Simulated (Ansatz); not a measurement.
Consider a ladder of basis sets of FGeH₃Si, SMILES [F][Ge][SiH3] (the Python package of Ansatz (0.2.0)).

Script `basis.py`:
```python
# -*- coding: utf-8 -*-
"""Basis-set convergence for FGeH3Si."""

import ansatz as az

config = {
    "xc": "pbe0",
    "dispersion": "d4",
}

system = (
    az.Crystal.molecule()
    .atom("F", (2.6122, 0.3402, 0.3658))
    .atom("Ge", (1.4684, -0.8494, -0.2342))
    .atom("Si", (-0.6794, -0.0068, -0.0606))
    .atom("H", (-0.7876, 1.2249, -0.8566))
    .atom("H", (-0.975, 0.2928, 1.3484))
    .atom("H", (-1.6386, -1.0018, -0.5627))
)

calc = (
    system.calculation()
    .functional(config["xc"], dispersion=config["dispersion"])
    .spin("collinear", total=2)
    .scf(lower_state_search="light")
)

energies = {}
for basis in ["def2-SVP", "def2-SVPD", "def2-TZVP", "def2-TZVPP"]:
    rep = calc.basis(gaussian=basis).run(threads=1, backend="cpu").report
    size = rep["n_frozen"] + rep["n_occupied"][0] + rep["n_virtual"][0]
    energies[basis] = (rep["reference_energy_ev"] / 27.211386246, rep["free_energy_ev"] / 27.211386246)
    print(f"{basis:14s} {size:4d} orbitals  reference {energies[basis][0]:14.6f} Ha  total {energies[basis][1]:14.6f} Ha")

last = energies["def2-TZVPP"][1]
for basis, (_, total) in energies.items():
    print(f"{basis:14s} lies {27.211386 * (total - last):9.4f} eV above def2-TZVPP")
```

How far does the total energy move along this ladder of basis sets?

Against def2-SVP: def2-SVPD -16.5 mHa, def2-TZVP -494.3 mHa and def2-TZVPP -494.8 mHa. The last step alone is -0.50 mHa (these two sets differ little on atoms other than hydrogen). From the first set to the last the time grows from 1.2 to 2.6 s.

What the script printed:

```console
$ python basis.py
def2-SVP         79 orbitals  reference   -2467.178573 Ha  total   -2467.182143 Ha
def2-SVPD       109 orbitals  reference   -2467.195064 Ha  total   -2467.198634 Ha
def2-TZVP       134 orbitals  reference   -2467.672857 Ha  total   -2467.676426 Ha
def2-TZVPP      163 orbitals  reference   -2467.673356 Ha  total   -2467.676926 Ha
def2-SVP       lies   13.4637 eV above def2-TZVPP
def2-SVPD      lies   13.0150 eV above def2-TZVPP
def2-TZVP      lies    0.0136 eV above def2-TZVPP
def2-TZVPP     lies    0.0000 eV above def2-TZVPP
```

Notes:
- The settings weren't tested for convergence.
- The geometry is a force-field or estimated start, not a minimum of this method, and the last set is no limit. Much of the fall in a total is atomic energy, which cancels in bond and reaction energies.
- The species is open-shell (spin multiplicity 3).
- Total less reference energy is the dispersion correction.
- Run time: 8.3 s on 1 thread of AMD EPYC 9R45 (Zen 5) (shared host), peak memory 0.5 GiB.

(A comment or docstring line of the script was reworded after the run, the code is as it ran; lines on the test bed's own set-up are left out of the output.)
